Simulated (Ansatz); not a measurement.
# Zn2SeS: the cost of one run

The runs shown are made with Ansatz 0.2.0. PAW datasets, plane waves, zero pressure. The values are computed, spin-unpolarised, and not measurements.

**1. The cell**

It is tetragonal, P-4m2 (No. 115); conventional cell a = 3.909 Å, c = 5.522 Å, 21.10 Å³ an atom. Near Zn stand 2 S at 2.35 Å and 2 Se at 2.44 Å; near Se stand 4 Zn at 2.44 Å; near S stand 4 Zn at 2.35 Å.

Coordinates:

```cif
data_structure
_symmetry_space_group_name_H-M 'P-4m2'
_symmetry_Int_Tables_number 115
_cell_length_a 3.9093
_cell_length_b 3.9093
_cell_length_c 5.5221
_cell_angle_alpha 90.000
_cell_angle_beta 90.000
_cell_angle_gamma 90.000
_cell_volume 84.39
loop_
_atom_site_label
_atom_site_type_symbol
_atom_site_symmetry_multiplicity
_atom_site_Wyckoff_symbol
_atom_site_fract_x
_atom_site_fract_y
_atom_site_fract_z
_atom_site_occupancy
Zn1 Zn 2 g 0.50000 0.00000 0.76306 1
Se1 Se 1 d 0.00000 0.00000 0.50000 1
S1 S 1 b 0.50000 0.50000 0.00000 1
```

**2. Relaxing with PBE**

input.yaml

```yaml
crystal:
  lattice:
    - [3.90928706, 0.0, 0.0]
    - [0.0, 3.90928706, 0.0]
    - [0.0, 0.0, 5.52211514]
  atoms:
    - { symbol: Zn, position: [0.5, 0.0, 0.76306363] }
    - { symbol: Zn, position: [0.0, 0.5, 0.23693637] }
    - { symbol: Se, position: [0.0, 0.0, 0.5] }
    - { symbol: S, position: [0.5, 0.5, 0.0] }
kpoints:
  mp_grid: { grid: [6, 6, 4] }
hamiltonian:
  xc: pbe
scf:
  occupations: { method: fermi_dirac, width: 0.02 }
relax:
  f_tol: 0.005
  cell: {}
```

The run is started by

```bash
> ansatz run input.yaml --threads 2 --pin off --max-ram 2211MiB --backend cpu --events-out ev --progress --plain --runs-dir out
```

What time and memory should one allow on 2 threads of Intel Xeon Platinum 8488C (Sapphire Rapids), shared host?

About 8.9 s, with a peak of 0.41 GiB.
